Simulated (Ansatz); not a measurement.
# C3H8FNSSi: two geometries relaxed

Are the two ends of the inversion of the pyramid at N1 separate minima, and which lies lower? Each is relaxed from a guess. SMILES of the start: NC(F)C=C[SiH2]S.

All numbers below are computed with Ansatz 0.2.0 (RKS B3LYP-D4/def2-SVP).

**1. The structure to begin with**

Bond lengths: N1–C2 1.387 Å, C2–F3 1.346 Å, C2–C4 1.565 Å, C4–C5 1.275 Å, C5–Si6 1.817 Å, Si6–S7 2.135 Å, N1–H8 1.035 Å, N1–H9 1.054 Å, C2–H10 1.088 Å, C4–H11 1.070 Å, C5–H12 1.123 Å, Si6–H13 1.440 Å, Si6–H14 1.475 Å, S7–H15 1.361 Å. Angles (14 of 22 angles, heavy atoms first): N1–C2–F3 106.1°, N1–C2–C4 108.4°, F3–C2–C4 112.0°, C2–C4–C5 125.1°, C4–C5–Si6 126.3°, C5–Si6–S7 108.3°, N1–C2–H10 112.3°, F3–C2–H10 106.5°, C4–C2–H10 111.6°, C2–N1–H8 107.9°, C2–N1–H9 108.3°, C2–C4–H11 109.1°, C5–C4–H11 125.7°, C4–C5–H12 121.8°.

As a file:

```xyz
15

N    -2.3859    0.7834   -0.4604
C    -1.8296   -0.1659    0.3843
F    -1.8429    0.3776    1.6152
C    -0.3743   -0.4697   -0.1055
C     0.6831   -0.2978    0.5858
Si    2.3854   -0.6330    0.0467
S     3.0810    1.0504   -1.0667
H    -3.2985    1.0665   -0.0628
H    -1.8846    1.6972   -0.3066
H    -2.4308   -1.0713    0.4395
H    -0.4175   -0.8949   -1.0867
H     0.6493    0.1320    1.6226
H     3.2312   -0.8343    1.1943
H     2.3698   -1.8233   -0.8243
H     2.0426    1.0323   -1.9459
```

**2. Relaxing end A**

input.yaml reads:

```yaml
crystal:
  periodic: [false, false, false]
  atoms:
    - { symbol: "N", position_ang: [-2.3859, 0.7834, -0.4604] }
    - { symbol: C, position_ang: [-1.8296, -0.1659, 0.3843] }
    - { symbol: F, position_ang: [-1.8429, 0.3776, 1.6152] }
    - { symbol: C, position_ang: [-0.3743, -0.4697, -0.1055] }
    - { symbol: C, position_ang: [0.6831, -0.2978, 0.5858] }
    - { symbol: Si, position_ang: [2.3854, -0.633, 0.0467] }
    - { symbol: S, position_ang: [3.081, 1.0504, -1.0667] }
    - { symbol: H, position_ang: [-3.2985, 1.0665, -0.0628] }
    - { symbol: H, position_ang: [-1.8846, 1.6972, -0.3066] }
    - { symbol: H, position_ang: [-2.4308, -1.0713, 0.4395] }
    - { symbol: H, position_ang: [-0.4175, -0.8949, -1.0867] }
    - { symbol: H, position_ang: [0.6493, 0.132, 1.6226] }
    - { symbol: H, position_ang: [3.2312, -0.8343, 1.1943] }
    - { symbol: H, position_ang: [2.3698, -1.8233, -0.8243] }
    - { symbol: H, position_ang: [2.0426, 1.0323, -1.9459] }
basis:
  gaussian: { orbitals: def2-SVP }
hamiltonian:
  xc: b3lyp
  dispersion: d4
relax:
  f_tol: 0.015
  max_steps: 40
```

Started as:

```bash
> ansatz run input.yaml --threads 2 --pin off --max-ram 3072MiB --backend cpu --events-out ev --progress --plain --runs-dir out
```

The log of the run, cut to the lines that bear on the results:

```text
Warning: RAYON_NUM_THREADS=2 ignored (pool sized by the plan → 2); use --threads N
[...]
Functional definition: B3LYP
[...]
1585 factors; integrals over basis functions are off by at most 4.3e-4 eV
[...]
mean field -26150.48074381 eV, -961.0124419026 hartree, gradient 2.8e-5 eV, S^2 0.000000; 0 other end points of the search recorded, 0 dependent functions left out
[...]
reference -26150.48103594 eV, -961.0124526383 hartree; 36, 36 occupied and 110, 110 virtual orbitals, 1585 factors
relax step   1: F+E_penalty+E_count = -26151.07072484 eV  Δ(F+E_penalty+E_count) = +0.000e0 eV  max|allowed force component| = 5.056e0 eV/Å  Δτ_max = 0.0000 Å  (27 SCF iters, accepted)
[...]
relax step   3: F+E_penalty+E_count = -26151.68133154 eV  Δ(F+E_penalty+E_count) = -8.641e-2 eV  max|allowed force component| = 5.123e-1 eV/Å  Δτ_max = 0.1945 Å  (30 SCF iters, accepted)
[...]
relax step   5: F+E_penalty+E_count = -26151.69952327 eV  Δ(F+E_penalty+E_count) = +1.658e-2 eV  max|allowed force component| = 1.047e0 eV/Å  Δτ_max = 0.1542 Å  (30 SCF iters, rejected (line search))
[...]
relax step   7: F+E_penalty+E_count = -26151.73962519 eV  Δ(F+E_penalty+E_count) = -6.952e-3 eV  max|allowed force component| = 9.156e-2 eV/Å  Δτ_max = 0.0591 Å  (30 SCF iters, accepted)
[...]
relax step   9: F+E_penalty+E_count = -26151.75291565 eV  Δ(F+E_penalty+E_count) = -4.053e-3 eV  max|allowed force component| = 1.304e-1 eV/Å  Δτ_max = 0.0889 Å  (29 SCF iters, accepted)
[...]
relax step  10: F+E_penalty+E_count = -26151.75695329 eV  Δ(F+E_penalty+E_count) = -4.038e-3 eV  max|allowed force component| = 1.616e-1 eV/Å  Δτ_max = 0.0912 Å  (30 SCF iters, accepted)
[...]
relax step  11: F+E_penalty+E_count = -26151.75731181 eV  Δ(F+E_penalty+E_count) = -3.585e-4 eV  max|allowed force component| = 1.534e-1 eV/Å  Δτ_max = 0.1415 Å  (29 SCF iters, accepted)
[...]
1585 factors; integrals over basis functions are off by at most 4.0e-4 eV
```

**3. The output, continued: end point A relaxed**

The log, continued, cut to the lines that bear on the results:

```text
mean field -26151.18961447 eV, -961.0384924186 hartree, gradient 1.5e-5 eV, S^2 0.000000; 0 other end points of the search recorded, 0 dependent functions left out
[...]
reference -26151.18991163 eV, -961.0385033391 hartree; 36, 36 occupied and 110, 110 virtual orbitals, 1585 factors
relax step  12: F+E_penalty+E_count = -26151.76183568 eV  Δ(F+E_penalty+E_count) = -4.524e-3 eV  max|allowed force component| = 1.333e-1 eV/Å  Δτ_max = 0.0283 Å  (30 SCF iters, accepted)
[...]
relax step  18: F+E_penalty+E_count = -26151.76454631 eV  Δ(F+E_penalty+E_count) = +7.693e-6 eV  max|allowed force component| = 1.549e-2 eV/Å  Δτ_max = 0.0151 Å  (24 SCF iters, rejected (line search))
[...]
relax step  19: F+E_penalty+E_count = -26151.76458594 eV  Δ(F+E_penalty+E_count) = -3.194e-5 eV  max|allowed force component| = 6.058e-3 eV/Å  Δτ_max = 0.0073 Å  (24 SCF iters, accepted)
[...]
Atom 5 at     2.338384    -0.673103    -0.111592 Å, force    -0.001551     0.000659    -0.003358 eV/Å
Atom 6 at     3.514609     1.040419    -0.719964 Å, force    -0.001273     0.000155    -0.000348 eV/Å
Atom 7 at    -3.506956     0.815324    -0.177213 Å, force     0.000142    -0.001250    -0.002632 eV/Å
Atom 8 at    -2.089891     1.397890    -0.813322 Å, force     0.001641     0.000856    -0.002863 eV/Å
Atom 9 at    -2.406328    -0.991030     0.852286 Å, force     0.001327    -0.000950     0.000488 eV/Å
Atom 10 at    -0.520741    -1.147350    -0.874376 Å, force    -0.000400     0.001858    -0.004128 eV/Å
Atom 11 at     0.643936     0.474405     1.472749 Å, force     0.000675     0.001253    -0.003726 eV/Å
Atom 12 at     3.193005    -1.326530     0.918057 Å, force     0.001581     0.000979    -0.000345 eV/Å
Atom 13 at     2.099787    -1.610086    -1.248134 Å, force    -0.000039    -0.000078    -0.000061 eV/Å
Atom 14 at     2.594744     1.503535    -1.599263 Å, force     0.001612    -0.002997     0.002978 eV/Å
Dipole moment:    -0.487621    -0.015025    -0.194429 e Å
```

It took 2.8 min on 2 threads of Intel Xeon Platinum 8259CL at 2.50GHz (Skylake/Cascade Lake), shared host; peak memory 0.46 GiB.

Step by step:

```csv
step,energy from step 1 (eV),largest force component (eV/Å)
1,0.0000,5.0564
2,-0.5242,1.6048
3,-0.6106,0.5123
4,-0.6454,0.3499
5x,-0.6288,1.0474
6,-0.6619,0.1483
7,-0.6689,0.0916
8,-0.6781,0.1202
9,-0.6822,0.1304
10,-0.6862,0.1616
11,-0.6866,0.1534
12,-0.6911,0.1333
13,-0.6920,0.1004
14,-0.6929,0.0492
15,-0.6935,0.0456
16,-0.6937,0.0333
17,-0.6938,0.0130
18x,-0.6938,0.0155
19,-0.6939,0.0061
```

Step 1 is the start. 2 steps were tried and not accepted (marked x).

After: Bond lengths: N1–C2 1.416 Å, C2–F3 1.406 Å, C2–C4 1.507 Å, C4–C5 1.340 Å, C5–Si6 1.864 Å, Si6–S7 2.166 Å, N1–H8 1.018 Å, N1–H9 1.019 Å, C2–H10 1.106 Å, C4–H11 1.097 Å, C5–H12 1.097 Å, Si6–H13 1.489 Å, Si6–H14 1.492 Å, S7–H15 1.354 Å. Angles (14 of 22 angles, heavy atoms first): N1–C2–F3 112.9°, N1–C2–C4 110.8°, F3–C2–C4 109.2°, C2–C4–C5 124.7°, C4–C5–Si6 123.0°, C5–Si6–S7 111.6°, N1–C2–H10 108.6°, F3–C2–H10 105.4°, C4–C2–H10 109.8°, C2–N1–H8 112.0°, C2–N1–H9 111.6°, C2–C4–H11 113.7°, C5–C4–H11 121.6°, C4–C5–H12 117.4°.

**4. Relaxing end B**

The second end starts from a geometry with the move made by hand.

Changes to input.yaml since step 2:

```diff
@@ -10,4 +10,4 @@
     - { symbol: S, position_ang: [3.081, 1.0504, -1.0667] }
-    - { symbol: H, position_ang: [-3.2985, 1.0665, -0.0628] }
-    - { symbol: H, position_ang: [-1.8846, 1.6972, -0.3066] }
+    - { symbol: H, position_ang: [-3.15029, 0.3287, -0.98957] }
+    - { symbol: H, position_ang: [-1.73018, 0.92851, -1.27217] }
     - { symbol: H, position_ang: [-2.4308, -1.0713, 0.4395] }
```

Started as:

```bash
> ansatz run input.yaml --threads 2 --pin off --max-ram 3072MiB --backend cpu --events-out ev --progress --plain --runs-dir out
```

The log of the run, cut to the lines that bear on the results:

```text
Warning: RAYON_NUM_THREADS=2 ignored (pool sized by the plan → 2); use --threads N
[...]
Functional definition: B3LYP
[...]
1590 factors; integrals over basis functions are off by at most 3.6e-4 eV
[...]
mean field -26150.21546379 eV, -961.0026930418 hartree, gradient 1.4e-5 eV, S^2 0.000000; 0 other end points of the search recorded, 0 dependent functions left out
[...]
reference -26150.21574982 eV, -961.0027035529 hartree; 36, 36 occupied and 110, 110 virtual orbitals, 1590 factors
relax step   1: F+E_penalty+E_count = -26150.80902829 eV  Δ(F+E_penalty+E_count) = +0.000e0 eV  max|allowed force component| = 4.908e0 eV/Å  Δτ_max = 0.0000 Å  (28 SCF iters, accepted)
[...]
relax step   4: F+E_penalty+E_count = -26151.50718732 eV  Δ(F+E_penalty+E_count) = -4.781e-2 eV  max|allowed force component| = 4.503e-1 eV/Å  Δτ_max = 0.0680 Å  (31 SCF iters, accepted)
[...]
relax step   7: F+E_penalty+E_count = -26151.56182740 eV  Δ(F+E_penalty+E_count) = -1.888e-2 eV  max|allowed force component| = 1.828e-1 eV/Å  Δτ_max = 0.0920 Å  (29 SCF iters, accepted)
[...]
relax step  10: F+E_penalty+E_count = -26151.57882709 eV  Δ(F+E_penalty+E_count) = -1.033e-2 eV  max|allowed force component| = 5.054e-1 eV/Å  Δτ_max = 0.0436 Å  (30 SCF iters, accepted)
[...]
relax step  11: F+E_penalty+E_count = -26151.66477808 eV  Δ(F+E_penalty+E_count) = -8.595e-2 eV  max|allowed force component| = 5.454e-1 eV/Å  Δτ_max = 0.1862 Å  (30 SCF iters, accepted)
[...]
relax step  12: F+E_penalty+E_count = -26151.55999116 eV  Δ(F+E_penalty+E_count) = +1.048e-1 eV  max|allowed force component| = 2.574e0 eV/Å  Δτ_max = 0.1969 Å  (30 SCF iters, rejected (line search))
[...]
1590 factors; integrals over basis functions are off by at most 3.9e-4 eV
[...]
```

**5. More of the same log: end point B relaxed**

The log, continued, cut to the lines that bear on the results:

```text
mean field -26151.16373279 eV, -961.0375412848 hartree, gradient 2.3e-5 eV, S^2 0.000000; 0 other end points of the search recorded, 0 dependent functions left out
[...]
reference -26151.16403098 eV, -961.0375522430 hartree; 36, 36 occupied and 110, 110 virtual orbitals, 1590 factors
relax step  13: F+E_penalty+E_count = -26151.73567448 eV  Δ(F+E_penalty+E_count) = -7.090e-2 eV  max|allowed force component| = 2.874e-1 eV/Å  Δτ_max = 0.0985 Å  (30 SCF iters, accepted)
[...]
relax step  18: F+E_penalty+E_count = -26151.76424531 eV  Δ(F+E_penalty+E_count) = -1.733e-3 eV  max|allowed force component| = 2.391e-2 eV/Å  Δτ_max = 0.0337 Å  (30 SCF iters, accepted)
[...]
relax step  19: F+E_penalty+E_count = -26151.76436779 eV  Δ(F+E_penalty+E_count) = -1.225e-4 eV  max|allowed force component| = 1.240e-2 eV/Å  Δτ_max = 0.0042 Å  (23 SCF iters, accepted)
[...]
Atom 5 at     2.392169    -0.649306    -0.030968 Å, force    -0.004873     0.010941    -0.002801 eV/Å
Atom 6 at     3.492838     1.054645    -0.791171 Å, force    -0.012402    -0.004993    -0.002531 eV/Å
Atom 7 at    -3.490173     0.519749    -0.591429 Å, force     0.007300    -0.004924    -0.001562 eV/Å
Atom 8 at    -2.055916     1.113522    -1.177287 Å, force     0.002169    -0.002685    -0.000573 eV/Å
Atom 9 at    -2.391925    -1.139287     0.665125 Å, force     0.000699     0.000685     0.001974 eV/Å
Atom 10 at    -0.383561    -1.366669    -0.896307 Å, force    -0.001675     0.007835    -0.005474 eV/Å
Atom 11 at     0.545381     0.552739     1.328510 Å, force    -0.000598     0.005658    -0.007162 eV/Å
Atom 12 at     3.227445    -1.115620     1.110026 Å, force     0.000187    -0.000860     0.001572 eV/Å
Atom 13 at     2.273069    -1.729563    -1.053386 Å, force    -0.000299     0.000805    -0.001179 eV/Å
Atom 14 at     2.588426     1.350170    -1.755197 Å, force     0.009564    -0.002747     0.007186 eV/Å
Dipole moment:    -0.472117    -0.062248    -0.215441 e Å
```

Run time: 2.6 min. Hardware: 2 threads of Intel Xeon Platinum 8259CL at 2.50GHz (Skylake/Cascade Lake), shared host; peak memory 0.46 GiB.

The steps of the relaxation:

| step | energy from step 1 (eV) | largest force component (eV/Å) |
| --- | --- | --- |
| 1 | 0.0000 | 4.9075 |
| 2 | -0.5437 | 1.6705 |
| 3 | -0.6504 | 0.5620 |
| 4 | -0.6982 | 0.4503 |
| 5 | -0.7339 | 0.3003 |
| 6x | -0.6500 | 0.7538 |
| 7 | -0.7528 | 0.1828 |
| 8 | -0.7577 | 0.1308 |
| 9 | -0.7595 | 0.6197 |
| 10 | -0.7698 | 0.5054 |
| 11 | -0.8557 | 0.5454 |
| 12x | -0.7510 | 2.5736 |
| 13 | -0.9266 | 0.2874 |
| 14 | -0.9410 | 0.7709 |
| 15 | -0.9485 | 0.3359 |
| 16 | -0.9521 | 0.1277 |
| 17 | -0.9535 | 0.1086 |
| 18 | -0.9552 | 0.0239 |
| 19 | -0.9553 | 0.0124 |

Step 1 is the start. 2 steps were tried and not accepted (marked x).

After: Bond lengths: N1–C2 1.416 Å, C2–F3 1.406 Å, C2–C4 1.507 Å, C4–C5 1.340 Å, C5–Si6 1.865 Å, Si6–S7 2.166 Å, N1–H8 1.019 Å, N1–H9 1.019 Å, C2–H10 1.106 Å, C4–H11 1.097 Å, C5–H12 1.097 Å, Si6–H13 1.489 Å, Si6–H14 1.492 Å, S7–H15 1.354 Å. Angles (14 of 22 angles, heavy atoms first): N1–C2–F3 112.9°, N1–C2–C4 110.7°, F3–C2–C4 109.2°, C2–C4–C5 124.7°, C4–C5–Si6 122.9°, C5–Si6–S7 111.5°, N1–C2–H10 108.6°, F3–C2–H10 105.5°, C4–C2–H10 109.8°, C2–N1–H8 112.1°, C2–N1–H9 111.6°, C2–C4–H11 113.7°, C5–C4–H11 121.6°, C4–C5–H12 117.4°.

**6. Outcome**

| quantity | value |
| --- | --- |
| end A | 16 moves, 0.694 eV lower |
| end B | 16 moves, 0.955 eV lower |
| largest difference between the ends | 0.05 Å |
| end B relative to end A | +0.000 eV |

**Reading.** Both starts fell into the same minimum (no atom differs by more than 0.05 Å), so from this start no second minimum was found and no band was run; another arrangement could still be one.
